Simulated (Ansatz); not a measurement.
# CH4F2GeO: one species, many methods

An exercise on one series of results from a longer session: the logs are not shown, and one member is left open.

Computed with Ansatz 0.2.0, Gaussian basis. Level: functionals in def2-TZVPP, the program's frozen cores in correlated methods.

The runs, in order: LDA (SPW92), PBE-D4, revPBE-D4, BLYP-D4, r2SCAN-D4, B97M-V, PBE0-D4, B3LYP-D4, r2SCANh-D4, r2SCAN0-D4, HSE06-D4, BHLYP-D4, CAM-B3LYP-D4, LC-ωPBE, ωB97X-V, ωB97M-V, B2PLYP, PBE-QIDH; CCSD(T)/def2-SVP; CCSD(T)/def2-TZVPP; MP2/def2-QZVPP; extrapolation to the limit; RPA on PBE.

## The relaxed structure

All runs share one geometry, relaxed beforehand with PBE0-D4 in a triple-zeta def2 set.

9 atoms, charge 0, spin multiplicity 1.

Atoms are counted from 1 here; the program's logs count them from 0.

Bond lengths: C1–O2 1.421 Å, C1–H6 1.091 Å, C1–H7 1.094 Å, C1–H8 1.094 Å, O2–Ge3 1.737 Å, Ge3–F4 1.722 Å, Ge3–F5 1.722 Å, Ge3–H9 1.517 Å. Angles: O2–C1–H6 107.2°, O2–C1–H7 111.4°, O2–C1–H8 111.4°, H6–C1–H7 108.8°, H6–C1–H8 108.8°, H7–C1–H8 109.1°, C1–O2–Ge3 120.9°, O2–Ge3–F4 109.2°, O2–Ge3–F5 109.2°, O2–Ge3–H9 111.7°, F4–Ge3–F5 103.4°, F4–Ge3–H9 111.5°, F5–Ge3–H9 111.5°.

Set-up of the first run:

The input, in.yaml:

```yaml
crystal:
  periodic: [false, false, false]
  atoms:
    - {symbol: C, position_ang: [0.048150, -1.394725, -0.171455]}
    - {symbol: O, position_ang: [-0.126431, -0.372558, 0.799590]}
    - {symbol: Ge, position_ang: [-0.059639, 1.304841, 0.352431]}
    - {symbol: F, position_ang: [-1.222767, 1.610057, -0.880263]}
    - {symbol: F, position_ang: [1.442455, 1.624550, -0.426775]}
    - {symbol: H, position_ang: [-0.036644, -2.349901, 0.347878]}
    - {symbol: H, position_ang: [1.033854, -1.335429, -0.641792]}
    - {symbol: H, position_ang: [-0.721919, -1.345427, -0.946678]}
    - {symbol: H, position_ang: [-0.268658, 2.212391, 1.549965]}
basis:
  gaussian: {orbitals: def2-TZVPP}
hamiltonian: {xc: lda}
output: {orbitals: {seedname: orbitals}}
```

On the command line:

```
$ ansatz run in.yaml --threads 4 --pin off --events-out ev --progress --plain --max-ram 10444MiB
```

Steps of the session up to this table: LDA; PBE-D4 (GGA); revPBE-D4 (GGA); BLYP-D4 (GGA); r2SCAN-D4 (meta-GGA); B97M-V (meta-GGA); B3LYP-D4 (hybrid); r2SCANh-D4 (hybrid); r2SCAN0-D4 (hybrid); HSE06-D4 (hybrid); BHLYP-D4 (hybrid); CAM-B3LYP-D4 (range-separated); LC-ωPBE (range-separated); ωB97X-V (range-separated); ωB97M-V (range-separated); B2PLYP (double hybrid); PBE-QIDH (double hybrid).

One of the session's tables, all rows but one given; the rest of the session is left out.

```
  functional  HOMO (eV)  gap (eV)
 LDA (SPW92)      -7.34      6.02
      PBE-D4          ?         ?
   revPBE-D4      -7.13      6.25
     BLYP-D4      -7.11      6.09
   r2SCAN-D4      -7.55      6.95
      B97M-V      -7.68      6.91
     PBE0-D4      -8.84      8.93
    B3LYP-D4      -8.59      8.28
  r2SCANh-D4      -8.17      7.96
  r2SCAN0-D4      -9.10      9.45
    HSE06-D4      -8.43      8.14
    BHLYP-D4     -10.45     11.55
CAM-B3LYP-D4     -10.34     11.41
     LC-ωPBE     -11.69     14.18
     ωB97X-V     -11.35     13.68
     ωB97M-V     -11.27     13.35
```

Estimate the missing values for PBE-D4.

The run gave: HOMO (eV): -7.19; gap (eV): 6.17. In the column «HOMO (eV)» it lies between LDA (SPW92) (-7.34) and revPBE-D4 (-7.13).
